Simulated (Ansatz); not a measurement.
HfGe:

```
CELL_PARAMETERS angstrom
3.50084 0.00000 0.00000
0.00000 3.50084 0.00000
0.00000 0.00000 3.50084
ATOMIC_POSITIONS crystal
Hf 0.00000 0.00000 0.00000
Ge 0.50000 0.50000 0.50000
```

The cell was built by a generator and needn't be a form met in nature.

- Program: Ansatz 0.2.0
- Task: relaxation of cell and atoms
- Functional: HSE06
- Potentials or basis: Ansatz PAW
- Cutoff: 420 eV (not typed: the program's choice for these potentials)
- k mesh: 4 × 4 × 4
- Occupations: fermi-dirac, width 0.05 eV
- Spin: no spin polarisation

At the start: volume 21.45 Å³/atom.

Problem. Where does the relaxation end?

Solution. It ends after 5 steps and the volume is 19.00 Å³/atom (-11.4 %); space group Pm-3m (No. 221, to 0.05 Å).

The path:
```csv
step,energy change (eV),largest force (eV/Å),volume (Å³)
1,0.0000,0.0000,42.91
2,-0.1896,0.0000,36.93
3,-0.2005,0.0000,38.17
4,-0.2008,0.0000,38.00
5,-0.1992,0.0000,38.00
```

Final structure:
```
Hf Ge
1.0
     3.36196    0.00000    0.00000
     0.00000    3.36196    0.00000
     0.00000    0.00000    3.36196
Hf Ge
1 1
Direct
  0.00000 0.00000 0.00000
  0.50000 0.50000 0.50000
```

Caveat: the k mesh is coarse (spacing up to 0.45 Å⁻¹), so the values aren't converged, least of all with exact exchange; the plane-wave basis is chosen anew once the cell has moved, so the energies of steps on either side of that aren't comparable; the PAW data sets come from PBE, with cores solved anew for the run's functional, which leaves a small shift of forces and pressure.
